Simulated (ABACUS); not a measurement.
The system is Ta3AsAu2O13.

```
Au Ta As O
1.0
     5.45204    0.00000    0.00000
    -2.72602    4.72161    0.00000
     0.00000    0.00000    9.57902
Au Ta As O
2 3 1 13
Direct
  0.33333 0.66667 0.27428
  0.33333 0.66667 0.72572
  0.00000 0.00000 0.19408
  0.00000 0.00000 0.80592
  0.66667 0.33333 0.00000
  0.00000 0.00000 0.50000
  0.00000 0.00000 0.00000
  0.23947 0.97129 0.36402
  0.02871 0.26818 0.36402
  0.73182 0.76053 0.36402
  0.23947 0.97129 0.63598
  0.02871 0.26818 0.63598
  0.73182 0.76053 0.63598
  0.38452 0.33425 0.85844
  0.66575 0.05026 0.85844
  0.94974 0.61548 0.85844
  0.38452 0.33425 0.14156
  0.66575 0.05026 0.14156
  0.94974 0.61548 0.14156
```

The cell was built by a generator and needn't be a form met in nature.

Base run:

| Item | Value |
| --- | --- |
| Program | ABACUS 3.10.1 |
| Functional | PBE |
| Potentials or basis | PseudoDojo NC SR 0.4.1 PBE standard |
| Cutoff | 1143 eV |
| Density cutoff | 4572 eV |
| Basis | plane waves |
| k mesh | 4 × 4 × 2 |
| Occupations | fermi-dirac, width 0.05 eV |
| Spin | no spin polarisation |

Its results: band gap on the k mesh none (metal or under the smearing width); pressure -0.9 GPa; largest force 0.193 eV/Å.

**Question.** The run is repeated on the same cell with these changes: functional from PBE to LDA-PW92; potentials or basis from PseudoDojo NC SR 0.4.1 PBE standard to PseudoDojo NC SR 0.4.1 LDA standard. What comes out?

**Answer.** Band gap on the k mesh none (metal or under the smearing width); pressure -12.7 GPa; largest force 0.555 eV/Å.

Caveats: there are fewer bands than atomic start orbitals, so a level may be missed at k points of high symmetry.

Not every run made on this cell is shown here.
